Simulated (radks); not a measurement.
# Shell filling in a Woods-Saxon well (radius 3.19 bohr*, depth 17.5 hartree*, edge 0.19 bohr*), with a point charge of +2 at the centre, N = 8 to 13

Which level does each new electron take in a Woods-Saxon well (radius 3.19 bohr*, depth 17.5 hartree*, edge 0.19 bohr*), with a point charge of +2 at the centre, and at which counts is the dot hardest to charge further? Each count tries a few candidate levels and keeps the lowest.

Program: radks, version 2. Model: non-relativistic spin-polarised Kohn-Sham, exchange-only LDA, spherically averaged shells. All values are calculated.

## Step 1: The model

```
well                     : a Woods-Saxon well (radius 3.19 bohr*, depth 17.5 hartree*, edge 0.19 bohr*), with a point charge of +2 at the centre
functional               : exchange-only LDA
levels                   : named by radial order: 1s, 1p, 1d, 2s, 1f and so on
units                    : effective atomic units, hartree* and bohr*
configuration carried in : 1s2 1p(up 3, down 2) (N = 7, energy -115.482869)
```

The runs that follow: N = 8; N = 9; N = 10; 11 electrons; 12 electrons; N = 13.

Before running it: what results should come out? Wanted: closed shells at N; largest addition energy; most unpaired electrons; polarisability at N = 8; configuration at N = 13.

**Answer**, as computed:

| quantity | value |
| --- | --- |
| closed shells at N | 8 and 10 |
| largest addition energy | 0.694 hartree* at N = 8 (of N = 8 to 12) |
| most unpaired electrons | 3 at N = 13 |
| polarisability at N = 8 | 9.783 bohr*³ |
| configuration at N = 13 | 1s2 1p6 1d(up 3, down 0) 2s2 |

**Reading.** All occupied shells are full at N = 8 and 10; the largest second difference falls on N = 8. The largest moment in range is 3, first at N = 13: exchange favours parallel spins in open shells. Spherical averaging forbids deformation, and the greedy search can miss a lower configuration.
